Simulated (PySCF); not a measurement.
# C5H5PS: magnetic properties

Wanted: magnetic properties for C5H5PS (`C=Cc1pccs1`).

Computed with PySCF 2.14.0 and routines of our own; the level stands in each step. Atoms count from 0.

## 1. The starting structure

12 atoms, charge 0, multiplicity 1; geometry from: GFN2-xTB.

## 2. Magnetic properties: GIAO CAM-B3LYP/pcSseg-1

Job settings and geometry (Å):

```
{"job": {"kind": "mag", "xc": "CAM-B3LYP", "basis": "pcSseg-1", "isotopologues": 2}, "charge": 0, "multiplicity": 1}
C     -2.519862    -0.345875    -0.174423
C     -1.603823     0.556153     0.172301
C     -0.186244     0.329695     0.226892
P      0.940139     1.555262     0.688669
C      2.334320     0.493512     0.492442
C      2.100562    -0.777545     0.093946
S      0.471014    -1.227613    -0.180396
H     -2.245073    -1.350963    -0.450327
H     -3.568409    -0.107465    -0.193281
H     -1.903541     1.560714     0.445797
H      3.334708     0.848289     0.684379
H      2.847408    -1.534850    -0.067305
```

Level: GIAO CAM-B3LYP/pcSseg-1 magnetisability, rotational g tensor and spin-rotation constants, non-relativistic, gas phase.

Run with:

```
OMP_NUM_THREADS=1 python excited_run.py task.json out
```

This one command runs all jobs of the session in turn.

What it wrote:

```text
coarse grid: 11784 points
cycle   1  E = -932.8134596886  dE =  1.338e+00  |g| = 2.875e-01  |ddm| = 3.583e+00
cycle   2  E = -932.8252548435  dE = -1.180e-02  |g| = 2.436e-01  |ddm| = 5.309e-01
cycle   3  E = -932.8392028990  dE = -1.395e-02  |g| = 6.484e-02  |ddm| = 2.463e-01
cycle   4  E = -932.8401852482  dE = -9.823e-04  |g| = 3.032e-02  |ddm| = 9.593e-02
cycle   5  E = -932.8404316219  dE = -2.464e-04  |g| = 8.176e-03  |ddm| = 3.771e-02
cycle   6  E = -932.8404496757  dE = -1.805e-05  |g| = 2.897e-03  |ddm| = 1.069e-02
cycle   7  E = -932.8404521089  dE = -2.433e-06  |g| = 7.065e-04  |ddm| = 3.314e-03
final grid: 106576 points
cycle   8  E = -932.8959536486  dE = -1.880e-05  |g| = 3.245e-03  |ddm| = 1.399e-02
cycle   9  E = -932.8959539746  dE = -3.260e-07  |g| = 3.055e-03  |ddm| = 5.413e-03
cycle  10  E = -932.8959563738  dE = -2.399e-06  |g| = 3.970e-04  |ddm| = 2.951e-03
cycle  11  E = -932.8959564082  dE = -3.443e-08  |g| = 1.319e-04  |ddm| = 5.480e-04
cycle  12  E = -932.8959564126  dE = -4.439e-09  |g| = 5.586e-05  |ddm| = 1.970e-04
cycle  13  E = -932.8959564136  dE = -9.038e-10  |g| = 1.798e-05  |ddm| = 7.874e-05
converged SCF energy = -932.8959564136

Magnetisability tensor (1e-30 J/T^2)
     -954.27      -33.29       70.62
      -33.29    -1010.64      259.12
       70.62      259.12    -1807.19
isotropic -1257.37   principal values   -1890.42   -954.58   -927.09
isotropic susceptibility -75.720 1e-6 cm^3/mol

Inertial axes            a          b          c
rot. const./GHz      3.2377     1.7315     1.1282
chi total           -57.298    -56.020   -113.844
chi diamagnetic    -447.697   -802.086  -1143.194
chi paramagnetic    390.400    746.066   1029.350
quadrupole/D A        8.468     -0.068     -8.400
g nuclear            0.5263     0.5738     0.5573
g electronic        -0.5938    -0.6069    -0.5456
g total             -0.0675    -0.0331     0.0117

Spin-rotation constants (kHz, H = +C I.J)
atom  isotope        aa         bb         cc
  3    31P        9.476      4.087      1.682
  7     1H       -0.282      0.148     -0.129
  8     1H        0.216     -0.141     -0.131
  9     1H       -0.277      0.177     -0.125
 10     1H        0.377     -0.162     -0.125
 11     1H       -0.077      0.061     -0.120
  0    13C*       1.201      0.659      0.155
  1    13C*       1.297      0.807      0.155
  2    13C*       1.809      0.942      0.216
  4    13C*       1.693      0.658      0.169
  5    13C*       1.458      0.698      0.188
  6    33S*       1.503      0.722      0.361
* in the singly substituted isotopologue

Isotopologues: g along a, b, c
2H    at 7,8,9,10,11       -0.0641    -0.0288     0.0105
13C   at 0                 -0.0675    -0.0321     0.0115
```

It took 22 s on 1 thread of Arm Neoverse V2, shared host; peak memory 0.8 GiB.

In short:

```csv
quantity,value
magnetisability,-1257·10⁻³⁰ J/T²
molar susceptibility,-75.7·10⁻⁶ cm³/mol
"rotational g (a, b, c)","-0.0675, -0.0331, 0.0117"
```

## 3. Magnetic properties: GIAO PW91/3-21G

The job, as its differences from that of step 2:

```diff
@@ -1,2 +1,2 @@
-{"job": {"kind": "mag", "xc": "CAM-B3LYP", "basis": "pcSseg-1", "isotopologues": 2}, "charge": 0, "multiplicity": 1}
+{"job": {"kind": "mag", "xc": "PW91", "basis": "3-21G", "scf": {"aux": "def2-universal-jkfit"}}, "charge": 0, "multiplicity": 1}
 C     -2.519862    -0.345875    -0.174423
```

Method: GIAO PW91/3-21G magnetisability, rotational g tensor and spin-rotation constants, non-relativistic, gas phase.

What it wrote:

```text
final grid: 106576 points
cycle   1  E = -928.0980062332  dE =  4.599e-01  |g| = 4.102e-01  |ddm| = 4.252e+00
cycle   2  E = -928.0010765320  dE =  9.693e-02  |g| = 6.779e-01  |ddm| = 1.302e+00
cycle   3  E = -928.1337707238  dE = -1.327e-01  |g| = 1.792e-01  |ddm| = 1.057e+00
cycle   4  E = -928.1433681620  dE = -9.597e-03  |g| = 6.377e-02  |ddm| = 2.803e-01
cycle   5  E = -928.1443615541  dE = -9.934e-04  |g| = 3.009e-02  |ddm| = 1.370e-01
cycle   6  E = -928.1446214625  dE = -2.599e-04  |g| = 1.290e-02  |ddm| = 5.903e-02
cycle   7  E = -928.1446750541  dE = -5.359e-05  |g| = 2.577e-03  |ddm| = 1.864e-02
cycle   8  E = -928.1446767374  dE = -1.683e-06  |g| = 1.003e-03  |ddm| = 4.398e-03
cycle   9  E = -928.1446770440  dE = -3.066e-07  |g| = 2.037e-04  |ddm| = 2.242e-03
cycle  10  E = -928.1446770539  dE = -9.966e-09  |g| = 9.135e-05  |ddm| = 2.927e-04
cycle  11  E = -928.1446770560  dE = -2.032e-09  |g| = 3.413e-05  |ddm| = 1.602e-04
cycle  12  E = -928.1446770561  dE = -1.783e-10  |g| = 2.586e-05  |ddm| = 7.690e-05
converged SCF energy = -928.1446770561

Magnetisability tensor (1e-30 J/T^2)
     -982.04      -30.79       75.11
      -30.79    -1093.08      256.05
       75.11      256.05    -1879.17
isotropic -1318.10   principal values   -1961.87  -1018.55   -973.86
isotropic susceptibility -79.378 1e-6 cm^3/mol

Inertial axes            a          b          c
rot. const./GHz      3.2377     1.7315     1.1282
chi total           -58.975    -61.011   -118.147
chi diamagnetic    -447.150   -799.884  -1141.472
chi paramagnetic    388.175    738.873   1023.325
quadrupole/D A       10.069     -1.275     -8.794
g nuclear            0.5263     0.5738     0.5573
g electronic        -0.5904    -0.6010    -0.5424
g total             -0.0641    -0.0272     0.0149

Spin-rotation constants (kHz, H = +C I.J)
atom  isotope        aa         bb         cc
  3    31P        7.463      3.160      1.337
  7     1H       -0.294      0.132     -0.139
  8     1H        0.197     -0.149     -0.141
  9     1H       -0.291      0.154     -0.135
 10     1H        0.328     -0.168     -0.130
 11     1H       -0.095      0.036     -0.128
  0    13C*       0.972      0.522      0.121
  1    13C*       1.027      0.629      0.119
  2    13C*       1.353      0.725      0.178
  4    13C*       1.297      0.526      0.135
  5    13C*       1.121      0.535      0.147
  6    33S*       1.256      0.584      0.301
* in the singly substituted isotopologue
```

Run time: 8.2 s. Hardware: 1 thread of Arm Neoverse V2, shared host; peak memory 0.39 GiB.

In short:

```csv
quantity,value
magnetisability,-1318·10⁻³⁰ J/T²
molar susceptibility,-79.4·10⁻⁶ cm³/mol
"rotational g (a, b, c)","-0.0641, -0.0272, 0.0149"
```

## 4. The levels compared

```csv
level,ξ (10⁻³⁰ J/T²),g(a),g(b),gap (eV),functions,time
GIAO CAM-B3LYP/pcSseg-1,-1257,-0.0675,-0.0331,6.62,158,22 s
GIAO PW91/3-21G,-1318,-0.0641,-0.0272,3.04,81,8.2 s
```

## 5. Results

| quantity | value |
| --- | --- |
| magnetisability (step 2, GIAO CAM-B3LYP/pcSseg-1) | -1257·10⁻³⁰ J/T² |
| molar susceptibility (step 2, GIAO CAM-B3LYP/pcSseg-1) | -75.7·10⁻⁶ cm³/mol |
| rotational g (a, b, c) (step 2, GIAO CAM-B3LYP/pcSseg-1) | -0.0675, -0.0331, 0.0117 |
| magnetisability over the levels | -1318 to -1257·10⁻³⁰ J/T² |

In words: The magnetisability spreads by 4.7 % over 2 levels, from GIAO PW91/3-21G (8.2 s) to GIAO CAM-B3LYP/pcSseg-1 (22 s); the runs took 8.2 s to 22 s. Two levels can agree by chance, so this spread shows no convergence. Vibrational averaging and real surroundings are missing from these values.
